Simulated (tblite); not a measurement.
# C3H11NSi: the cost of one run

Computed with tblite 0.8.0 and PySCF 2.14.0; each step states its level. No surroundings beyond the atoms listed, unless a continuum is named. Atoms count from 0, parts from 1.

## (1) Starting point

16 atoms, charge 0, multiplicity 1; geometry: distance geometry start.

## (2) Relaxing the cluster with GFN2-xTB

The job: settings as JSON, then the geometry in Å.

```
{"job": {"kind": "relax", "xc": "GFN2-xTB", "basis": "xTB"}, "charge": 0, "multiplicity": 1}
C      0.066560     1.259811     1.248651
Si    -0.124040     0.022022    -0.115286
C     -0.370430    -1.710321     0.511263
C      1.500465     0.030837    -1.038718
N     -1.534905     0.383385    -1.165072
H     -0.772720     1.316560     1.953299
H      1.051217     1.150656     1.752643
H      0.103267     2.284226     0.782070
H      0.334634    -1.985934     1.336211
H     -0.162419    -2.401605    -0.324213
H     -1.430131    -1.859166     0.847051
H      1.255480     0.079136    -2.124814
H      2.091281     0.941967    -0.752062
H      2.031450    -0.852980    -0.720346
H     -2.391934    -0.123713    -0.914116
H     -1.718205     1.409630    -1.230188
```

With the program's defaults for keys left out, this is: GFN2-xTB geometry optimisation, gas phase.

On the command line:

```sh
$ OMP_NUM_THREADS=1 python cluster_run.py task.json out
```

One launch serves the whole session: the jobs run in the order shown.

**Question.** How long does this first job take on 1 thread of Arm Neoverse V2, shared host?

About 1.8 s.
